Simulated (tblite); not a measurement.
# C5H4BClNO2: the cost of one run

Computed with tblite 0.8.0 and PySCF 2.14.0, with density-fitted response routines of our own, on a single molecule in the gas phase. Atoms are numbered from 0 throughout.

## (1) The molecule as given

14 atoms, charge 0, multiplicity 2; geometry from: force field or distance geometry start.

Bonds of the start (Å): O0–B1 1.47, B1–O2 1.46, B1–C3 1.56, C3–C4 1.39, C4–C5 1.40, C5–C6 1.39, C6–Cl7 1.75, C6–C8 1.41, C8–N9 1.35, N9–C3 1.37, O2–H10 0.98, C4–H11 1.08, C5–H12 1.08, C8–H13 1.08.

## (2) Geometry optimisation with GFN2-xTB

The job: settings as JSON, then the geometry in Å.

```
{"job": {"kind": "relax", "xc": "GFN2-xTB", "basis": "xTB"}, "charge": 0, "multiplicity": 2}
O      2.803800    -1.829100     0.099400
B      2.201400    -0.493500    -0.059700
O      3.082100     0.645400    -0.310100
C      0.651600    -0.307600     0.048700
C      0.059100     0.946200    -0.081400
C     -1.332400     1.067900     0.011400
C     -2.107300    -0.060400     0.256400
Cl    -3.845500     0.077200     0.396200
C     -1.478100    -1.308900     0.401300
N     -0.134700    -1.403800     0.301000
H      3.307700     0.993600     0.581900
H      0.655900     1.826700    -0.277900
H     -1.798500     2.040700    -0.087200
H     -2.065900    -2.195000     0.588400
```

Command:

```
$ OMP_NUM_THREADS=1 python probes_run.py task.json out
```

One launch serves the whole session: the jobs run in the order shown.

Q: Estimate the wall time of this first job on 1 thread of Arm Neoverse V1, shared host.

About 1.1 s.
